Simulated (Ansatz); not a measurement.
# CH7NO2Si: one species, many methods

An exercise on one series of results from a longer session: the logs are not shown, and one member is left open.

Method: functionals in def2-TZVPP, the program's frozen cores in correlated methods; program: Ansatz 0.2.0, Gaussian basis.

The runs, in order: PBE-D4, r2SCAN-D4, PBE0-D4, B3LYP-D4, ωB97X-V, ωB97M-V, B2PLYP; CCSD(T)/def2-TZVPP; MP2/def2-QZVPP; extrapolation to the limit.

## The geometry

All runs share one geometry, relaxed beforehand with PBE0-D4 in a triple-zeta def2 set.

SMILES `NC(O)O[SiH3]`, 12 atoms, charge 0, spin multiplicity 1.

Atoms are counted from 1 here; the program's logs count them from 0.

Bond lengths: N1–C2 1.422 Å, N1–H6 1.014 Å, N1–H7 1.012 Å, C2–O3 1.400 Å, C2–O4 1.396 Å, C2–H8 1.101 Å, O3–H9 0.962 Å, O4–Si5 1.657 Å, Si5–H10 1.488 Å, Si5–H11 1.483 Å, Si5–H12 1.483 Å. Angles: C2–N1–H6 109.5°, C2–N1–H7 110.9°, H6–N1–H7 108.5°, N1–C2–O3 109.9°, N1–C2–O4 113.0°, N1–C2–H8 108.1°, O3–C2–O4 106.4°, O3–C2–H8 110.7°, O4–C2–H8 108.7°, C2–O3–H9 107.3°, C2–O4–Si5 123.0°, O4–Si5–H10 110.4°, O4–Si5–H11 104.7°, O4–Si5–H12 112.8°, H10–Si5–H11 109.9°, H10–Si5–H12 109.5°, H11–Si5–H12 109.4°.

Set-up of the first run:

in.yaml reads:

```yaml
crystal:
  periodic: [false, false, false]
  atoms:
    - {symbol: N, position_ang: [-1.587345, 0.108844, 1.258518]}
    - {symbol: C, position_ang: [-0.540441, -0.389387, 0.435937]}
    - {symbol: O, position_ang: [0.622309, -0.562006, 1.195884]}
    - {symbol: O, position_ang: [-0.205422, 0.477499, -0.606341]}
    - {symbol: Si, position_ang: [1.228296, 0.385774, -1.432099]}
    - {symbol: H, position_ang: [-1.376395, 1.061440, 1.535900]}
    - {symbol: H, position_ang: [-2.468689, 0.106291, 0.761669]}
    - {symbol: H, position_ang: [-0.869872, -1.347595, 0.005075]}
    - {symbol: H, position_ang: [0.369936, -1.013008, 2.007164]}
    - {symbol: H, position_ang: [1.526265, -1.024418, -1.800871]}
    - {symbol: H, position_ang: [1.009656, 1.192912, -2.656988]}
    - {symbol: H, position_ang: [2.368601, 0.948553, -0.669745]}
basis:
  gaussian: {orbitals: def2-TZVPP}
hamiltonian: {xc: pbe, dispersion: d4}
output: {forces: true, orbitals: {seedname: orbitals}}
```

Run with:

```
ansatz run in.yaml --threads 4 --pin off --events-out ev --progress --plain --max-ram 10444MiB
```

Among the steps run: PBE-D4 (GGA); r2SCAN-D4 (meta-GGA); PBE0-D4 (hybrid); B3LYP-D4 (hybrid); ωB97X-V (range-separated); ωB97M-V (range-separated); B2PLYP (double hybrid); CCSD(T) in def2-TZVPP; MP2 in def2-QZVPP.

One table of the session follows, with a row left open; its other results are not shown here.

| method | atomisation energy (kcal/mol) |
| --- | --- |
| PBE-D4 | ? |
| r2SCAN-D4 | 1025.6 |
| PBE0-D4 | 1021.3 |
| B3LYP-D4 | 1027.0 |
| ωB97X-V | 1032.8 |
| ωB97M-V | 1032.1 |
| B2PLYP | 1015.6 |
| HF/def2-TZVPP | 711.2 |
| MP2/def2-TZVPP | 1015.3 |
| CCSD/def2-TZVPP | 983.2 |
| CCSD(T)/def2-TZVPP | 998.8 |
| MP2/CBS | 1046.5 |
| CCSD(T)/CBS | 1030.0 |

**Question.** Estimate the row for PBE-D4.

As computed: atomisation energy (kcal/mol): 1044.7. In the column «atomisation energy (kcal/mol)» it lies between ωB97X-V (1032.8) and MP2/CBS (1046.5).

Among the levels timed on like hardware and quicker than the yardstick, those that no quicker one beats, quickest first: PBE-D4 (2.1 s, +14.6 kcal/mol); PBE0-D4 (2.5 s, -8.7 kcal/mol); B3LYP-D4 (3.9 s, -3.1 kcal/mol); ωB97X-V (7 s, +2.8 kcal/mol); ωB97M-V (9.5 s, +2.1 kcal/mol).

B2PLYP carry no dispersion term (for B3LYP, D4 adds 8.3 kcal/mol).

To keep in mind: Free atoms (1 N, 1 C, 2 O, 1 Si, 7 H) were run apart at each level; the atomisation energy is their sum less the molecule, without zero-point or spin-orbit terms.
